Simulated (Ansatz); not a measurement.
**ScPt: response to strain**

ScPt is deformed so: equal xy, yz and zx engineering shear strains of -2 %. What stress and forces result, by LAPW, PAW and all-electron datasets made for the crystal?

Computed with Ansatz 0.2.0 (DFT LDA, scalar-relativistic, unless a step's input says otherwise).

**1. The starting structure**

Symmetry: Pm-3m, No. 221, cubic system. Conventional cell: a = 3.270 Å, b = 3.270 Å, c = 3.270 Å, α = 90.00°, β = 90.00°, γ = 90.00°. Around Sc (site symmetry m-3m) lie 8 Pt at 2.83 Å. Around Pt (site symmetry m-3m) lie 8 Sc at 2.83 Å.

Structure file:

```
Sc Pt
1.0
     3.27000    0.00000    0.00000
     0.00000    3.27000    0.00000
     0.00000    0.00000    3.27000
Sc Pt
1 1
Direct
  0.50000 0.50000 0.50000
  0.00000 0.00000 0.00000
```

Atoms are numbered in the order of the input: Sc1, Pt2.

**2. The deformed structure**

Space group Pm-3m before, R-3m after.

**3. LAPW, all electrons**

The input, input.yaml:

```yaml
crystal:
  lattice:
    - [3.27, -0.0327, -0.0327]
    - [-0.0327, 3.27, -0.0327]
    - [-0.0327, -0.0327, 3.27]
  atoms:
    - { symbol: Sc, position: [0.5, 0.5, 0.5] }
    - { symbol: Pt, position: [0.0, 0.0, 0.0] }
kpoints:
  mp_grid: { grid: [10, 10, 10] }
  band_path:
    path:
      - [0.0, 0.0, 0.0]
      - [0.5, 0.0, 0.0]
      - [0.5, -0.5, 0.5]
      - [0.4804921086, -0.5195078914, 0.4804921086]
      - [0.4804921086, 0.4804921086, 0.4804921086]
      - [0.0, 0.0, 0.0]
      - [0.5, -0.5, 0.0]
    npoints: 5
scf:
  occupations: { method: fermi_dirac, width: 0.05 }
hamiltonian:
  xc: lda
  pseudopotentials: { kind: all_electron, lapw: { basis_error: 0.00025 } }
output:
  forces: true
  stress: true
  eigenvalues: true
```

Command:

```sh
> ansatz run input.yaml --threads 1 --pin off --max-ram 3072MiB --backend cpu --events-out ev --progress --plain --runs-dir out
```

**4. Frozen-core PAW**

The input, input.yaml:

```yaml
crystal:
  lattice:
    - [3.27, -0.0327, -0.0327]
    - [-0.0327, 3.27, -0.0327]
    - [-0.0327, -0.0327, 3.27]
  atoms:
    - { symbol: Sc, position: [0.5, 0.5, 0.5] }
    - { symbol: Pt, position: [0.0, 0.0, 0.0] }
kpoints:
  mp_grid: { grid: [10, 10, 10] }
scf:
  occupations: { method: fermi_dirac, width: 0.05 }
hamiltonian:
  xc: lda
  pseudopotentials: { kind: paw }
output:
  forces: true
  stress: true
  eigenvalues: true
  efg: { contact_densities: true }
```

**5. Datasets made for this crystal**

Changes to input.yaml since step 4:

```diff
@@ -14,3 +14,3 @@
   xc: lda
-  pseudopotentials: { kind: paw }
+  pseudopotentials: { kind: all_electron, datasets: crystal }
 output:
```

(Steps that only read results are left out.)

**Question.** What will these runs give? Wanted: pressure; largest shear or deviatoric stress.

As calculated:

| quantity | value |
| --- | --- |
| pressure | LAPW -5.27, PAW -5.29, crystal datasets -5.27 GPa |
| largest shear or deviatoric stress (LAPW) | 1.04 GPa |

In words: The largest part of the stress beyond the pressure is 1.04 GPa in size; the atoms are carried along and not relaxed. No run of the undeformed cell stands beside it, so the pressure holds what the given cell had before the change. PAW: stress within 0.02 GPa of LAPW. Crystal datasets: stress within 0.01 GPa of LAPW. Spin-orbit coupling is left out, though the cell holds Pt; in elements this heavy it can shift bands and gaps by tenths of an eV.
